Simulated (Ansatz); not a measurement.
# Co: the cost of one run

Computed with Ansatz 0.2.0 (DFT PBEsol, scalar-relativistic, unless a step's input says otherwise).

## Step 1: The structure to begin with

It takes space group P6_3/mmc (No. 194, hexagonal). The conventional cell has a = 2.519 Å, b = 2.519 Å, c = 4.091 Å, α = 90.00°, β = 90.00°, γ = 120.00°. Around Co (site symmetry -6m2) lie 12 Co at 2.51 to 2.52 Å.

As a file:

```
CELL_PARAMETERS angstrom
2.51900 0.00000 0.00000
-1.25950 2.18152 0.00000
0.00000 0.00000 4.09100
ATOMIC_POSITIONS crystal
Co 0.33333 0.66667 0.25000
Co 0.66667 0.33333 0.75000
```

Atoms are numbered in the order of the input: Co1, Co2.

## Step 2: The deformed structure

Space group P6_3/mmc before, P6_3/mmc after.

## Step 3: Full-potential LAPW

Input file input.yaml:

```yaml
crystal:
  lattice:
    - [2.5190008694, 0.0, 0.0]
    - [-1.2595004347, 2.1815187451, 0.0]
    - [0.0, 0.0, 4.13191]
  atoms:
    - { symbol: Co, position: [0.3333333333, 0.6666666667, 0.25], spin: 2.0 }
    - { symbol: Co, position: [0.6666666667, 0.3333333333, 0.75], spin: 2.0 }
magnetization:
  spin_polarized: true
kpoints:
  mp_grid: { grid: [19, 19, 10] }
  band_path:
    path:
      - [0.0, 0.0, 0.0]
      - [0.5, 0.0, 0.0]
      - [0.3333333333, 0.3333333333, 0.0]
      - [0.0, 0.0, 0.0]
      - [0.0, 0.0, 0.5]
      - [0.5, 0.0, 0.5]
      - [0.3333333333, 0.3333333333, 0.5]
      - [0.0, 0.0, 0.5]
      - [0.5, 0.0, 0.5]
    npoints: 5
scf:
  occupations: { method: fermi_dirac, width: 0.05 }
hamiltonian:
  xc: pbesol
  pseudopotentials: { kind: all_electron, lapw: { basis_error: 0.0005 } }
output:
  forces: true
  stress: true
  eigenvalues: true
```

Command:

```sh
ansatz run input.yaml --threads 1 --pin off --max-ram 3072MiB --backend cpu --events-out ev --progress --plain --runs-dir out
```

What time and memory should one allow on 1 thread of Arm Neoverse V2, shared host?

About 1.8 min, with a peak of 1 GiB.
